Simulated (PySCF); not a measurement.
# LuO(OH): other functionals and bases at one geometry

Aim: see how levels, charges and forces of LuO(OH) depend on the level of theory. It is a constructed species; whether it can be made isn't addressed.

The runs use PySCF 2.14.0; several levels, as the steps say, no spin–orbit coupling.

1 further run of the same task is left out (for a known fault of the program).

## Step 1: The starting structure

4 atoms, charge 0, spin multiplicity 1.

Bond lengths: Lu1–O2 1.814 Å, Lu1–O3 2.006 Å, O3–H4 0.959 Å. Angles: O2–Lu1–O3 113.2°, Lu1–O3–H4 139.2°.

Coordinates:

```
Lu   -0.0253   -0.0511   -0.3966
O     1.2407    0.0362    0.8990
O    -1.8971    0.0202    0.3225
H    -2.3489    0.0835    1.1664
```

Formal oxidation states: Lu +3. Each metal's 14 4f electrons lie in its core potential, so multiplicities, spins and levels count the valence alone. An earlier session relaxed this geometry at PBE0, Lu lcecp-1-SVP with ECP60, O def2-SVP, H def2-SVP (singlet, point group Cs).

At PBE0 on the finer grid: E = -190.809961 Eh, HOMO -6.32 eV, LUMO -2.40 eV, Mulliken charge on Lu1 +0.76 e, largest force component 0.013 eV/Å. 

Levels to run: revPBE; CAM-B3LYP; PBE0, TZVP. Hardware: 2 threads of Arm Neoverse V2, shared host.

## Step 2: revPBE

run.py (the lines that set the calculation) reads:

```python
mol = gto.M(atom='''
Lu    -0.02529    -0.05107    -0.39661
O      1.24069     0.03617     0.89896
O     -1.89706     0.02020     0.32248
H     -2.34891     0.08354     1.16641''',
    basis={'Lu': 'lcecp-1-SVP', 'O': 'def2-SVP', 'H': 'def2-SVP'},
    ecp={'Lu': 'lcecp-1-SVP'},
    charge=0, spin=0)
mf = dft.RKS(mol, xc='PBE_R,PBE')
mf.grids.atom_grid = (75, 302)  # f atoms: unpruned, at least (60, 302)
mf = mf.density_fit()  # fitting sets: Lu AutoAux, O def2-universal-JKFIT, H def2-universal-JKFIT
mf.conv_tol = 1e-08; mf.max_cycle = 55
mf.kernel(dm0)  # dm0: the density of the relaxed state
```

On the command line:

```console
$ OMP_NUM_THREADS=2 python run.py
```

## Step 3: CAM-B3LYP

Edit run.py (the lines that set the calculation) of step 2 so:

```diff
@@ -8,3 +8,3 @@
     charge=0, spin=0)
-mf = dft.RKS(mol, xc='PBE_R,PBE')
+mf = dft.RKS(mol, xc='CAMB3LYP')
 mf.grids.atom_grid = (75, 302)  # f atoms: unpruned, at least (60, 302)
```

## Step 4: PBE0, TZVP

Basis: Lu lcecp-1-TZVP with ECP60, O def2-TZVP, H def2-TZVP. 

run.py (the lines that set the calculation) reads:

```python
mol = gto.M(atom='''
Lu    -0.02529    -0.05107    -0.39661
O      1.24069     0.03617     0.89896
O     -1.89706     0.02020     0.32248
H     -2.34891     0.08354     1.16641''',
    basis={'Lu': 'lcecp-1-TZVP', 'O': 'def2-TZVP', 'H': 'def2-TZVP'},
    ecp={'Lu': 'lcecp-1-TZVP'},
    charge=0, spin=0)
mf = dft.RKS(mol, xc='PBE0')
mf.grids.atom_grid = (75, 302)  # f atoms: unpruned, at least (60, 302)
mf = mf.density_fit()  # fitting sets: Lu AutoAux, O def2-universal-JKFIT, H def2-universal-JKFIT
mf.conv_tol = 1e-08; mf.max_cycle = 55
mf.kernel(dm0)  # dm0: free metal ions and neutral atoms
```

Before running it: what results should come out? Wanted: for each run, HOMO; gap; charge on Lu1; dipole; largest force.

The runs gave:

| level | state | HOMO (eV) | gap (eV) | charge on Lu1 (e) | dipole (D) | largest force (eV/Å) | basis functions | time |
| --- | --- | --- | --- | --- | --- | --- | --- | --- |
| PBE0 (relaxed here) | singlet | -6.32 | 3.92 | 0.76 | 6.26 | 0.01 | 66 | 4.2 s |
| revPBE | singlet | -4.89 | 1.96 | 0.61 | 5.59 | 0.91 | 66 | 2.1 s |
| CAM-B3LYP | singlet | -7.66 | 5.87 | 0.73 | 6.48 | 0.09 | 66 | 2.3 s |
| PBE0, TZVP | singlet | -6.33 | 3.92 | 1.24 | 6.52 | 0.28 | 115 | 5.5 s |

Times are on 2 threads of Arm Neoverse V2, shared host; the first row also made further properties.

In one basis the HOMO–LUMO gap runs from 1.96 eV (revPBE) to 5.87 eV (CAM-B3LYP). The largest leftover force, 0.91 eV/Å with revPBE, stands at a geometry relaxed at another level. The Mulliken charge on Lu spans +0.61 to +1.24 e over the levels. With 4f in the core, its levels are missing from HOMO and gap. Total energies of different levels can't be compared. Spin–orbit coupling is left out throughout.
